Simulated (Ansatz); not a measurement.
# CH5NSSn: basis-set convergence

One table from this session's results is given with a row withheld; the runs are named, their logs left out.

Method: one geometry, several basis sets; program: Ansatz 0.2.0, Gaussian basis.

The runs, in order: PBE0-D4/def2-SVP; ωB97M-V/def2-SVP; PBE0-D4/def2-QZVPP; ωB97M-V/def2-QZVPP; the functionals' def2-TZVPP values are taken from earlier runs.

## The geometry

The geometry comes from an earlier relaxation with PBE0-D4 in a triple-zeta def2 set; it is a stationary point, not always the lowest conformer. Sn takes the def2 core potential; no spin-orbit term is included.

SMILES `C[S][Sn][NH2]`, 9 atoms, charge 0, spin multiplicity 1.

Atoms are counted from 1 here; the program's logs count them from 0.

Bond lengths: C1–S2 1.812 Å, C1–H5 1.090 Å, C1–H6 1.091 Å, C1–H7 1.091 Å, S2–Sn3 2.436 Å, Sn3–N4 2.016 Å, N4–H8 1.008 Å, N4–H9 1.008 Å. Angles: S2–C1–H5 107.3°, S2–C1–H6 111.3°, S2–C1–H7 111.3°, H5–C1–H6 108.5°, H5–C1–H7 108.5°, H6–C1–H7 109.9°, C1–S2–Sn3 106.3°, S2–Sn3–N4 96.9°, Sn3–N4–H8 127.0°, Sn3–N4–H9 121.7°, H8–N4–H9 111.3°.

The first run:

in.yaml reads:

```yaml
crystal:
  periodic: [false, false, false]
  atoms:
    - {symbol: C, position_ang: [-0.954900, 0.380426, 0.973855]}
    - {symbol: S, position_ang: [0.668730, 0.288334, 1.772203]}
    - {symbol: Sn, position_ang: [2.245955, -0.372421, 0.037244]}
    - {symbol: N, position_ang: [0.911724, -0.492347, -1.469428]}
    - {symbol: H, position_ang: [-1.675861, 0.673955, 1.736936]}
    - {symbol: H, position_ang: [-0.964368, 1.130517, 0.182227]}
    - {symbol: H, position_ang: [-1.253096, -0.588139, 0.570916]}
    - {symbol: H, position_ang: [-0.079054, -0.315781, -1.417638]}
    - {symbol: H, position_ang: [1.189469, -0.750844, -2.403316]}
basis:
  gaussian: {orbitals: def2-SVP}
hamiltonian: {xc: pbe0, dispersion: d4}
output: {orbitals: {seedname: orbitals}}
```

Command:

```
$ ansatz run in.yaml --threads 4 --pin off --events-out ev --progress --plain --max-ram 10444MiB
```

Among the steps run: PBE0-D4 in def2-SVP; ωB97M-V in def2-SVP; PBE0-D4 in def2-QZVPP; ωB97M-V in def2-QZVPP.

One table of the session follows, with a row left open; its other results are not shown here.

It belongs to the step «Density functionals: the series». 

| functional | basis | HOMO (eV) | LUMO (eV) |
| --- | --- | --- | --- |
| PBE0-D4 | def2-SVP | -6.49 | -1.52 |
| PBE0-D4 | def2-TZVPP | -6.64 | -1.69 |
| PBE0-D4 | def2-QZVPP | -6.68 | -1.74 |
| ωB97M-V | def2-SVP | ? | ? |
| ωB97M-V | def2-TZVPP | -8.75 | -0.01 |
| ωB97M-V | def2-QZVPP | -8.79 | -0.09 |

**Question.** Estimate the row for ωB97M-V, def2-SVP.

The run gave: HOMO (eV): -8.59; LUMO (eV): 0.25. In the column «HOMO (eV)» it lies between ωB97M-V, def2-TZVPP (-8.75) and PBE0-D4, def2-QZVPP (-6.68).
